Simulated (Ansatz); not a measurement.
# Al2Zn: the cost of one run

Program: Ansatz 0.2.0. Level of theory: DFT PBEsol, scalar-relativistic, plane waves, PAW. These are calculated values, not measurements.

16 further runs of the same task are left out: 16 set aside as unsound or not needed.

### 1 The starting structure

Symmetry: P-3m1, No. 164, trigonal system. The conventional cell has a = 2.795 Å, b = 2.795 Å, c = 6.915 Å, α = 90.00°, β = 90.00°, γ = 120.00°. Around Al (site symmetry 3m) lie 3 Zn at 2.79 Å and 9 Al at 2.79 to 2.86 Å. Around Zn (site symmetry -3m) lie 6 Al at 2.79 Å and 6 Zn at 2.79 Å.

As a file:

```
CELL_PARAMETERS angstrom
2.79477 0.00000 0.00000
-1.39739 2.42034 0.00000
0.00000 0.00000 6.91483
ATOMIC_POSITIONS crystal
Al 0.33333 0.66667 0.32908
Al 0.66667 0.33333 0.67092
Zn 0.00000 0.00000 0.00000
```

It goes back to an entry of the Materials Project, which need not be the stable form.

It is the result of an earlier relaxation at this level (volume 15.59 Å³/atom; gap on the mesh: none (metal)).

### 2 What is varied

Atoms count from 1 in the order of the input.

The energy is mapped over a free internal coordinate and the cell.

First coordinate, shift of Al1 along [0 0 1], its symmetry partners moved as symmetry demands (measured in the relaxed cell): 7 values from −0.250 Å. Second coordinate, c/a of the conventional cell at fixed volume: 7 values from 1.979 to 2.969.

Nothing else is relaxed (all other coordinates fixed). Energies count from the relaxed crystal. Points are written as (first, second).

### 3 Point (−0.250 Å, 2.804)

File input.yaml:

```yaml
crystal:
  lattice:
    - [2.6805682273, 0.0, 0.0]
    - [-1.3402841137, 2.3214401814, 0.0]
    - [0.0, 0.0, 7.5165813661]
  atoms:
    - { symbol: Al, position: [0.3333333333, 0.6666666667, 0.2929301589] }
    - { symbol: Al, position: [0.6666666667, 0.3333333333, 0.7070698411] }
    - { symbol: Zn, position: [0.0, 0.0, 0.0] }
basis:
  ecutwfc: 520.0
kpoints:
  mp_grid: { grid: [18, 18, 6] }
hamiltonian:
  xc: pbesol
scf:
  occupations: { method: gaussian, width: 0.15 }
output:
  forces: true
  stress: true
  eigenvalues: true
```

Launch:

```console
ansatz run input.yaml --threads 1 --pin off --max-ram 2048MiB --backend cpu --events-out ev --progress --plain --runs-dir out
```

What time and memory should one allow on 1 thread of Arm Neoverse N1, shared host?

About 16 s, with a peak of 0.42 GiB.
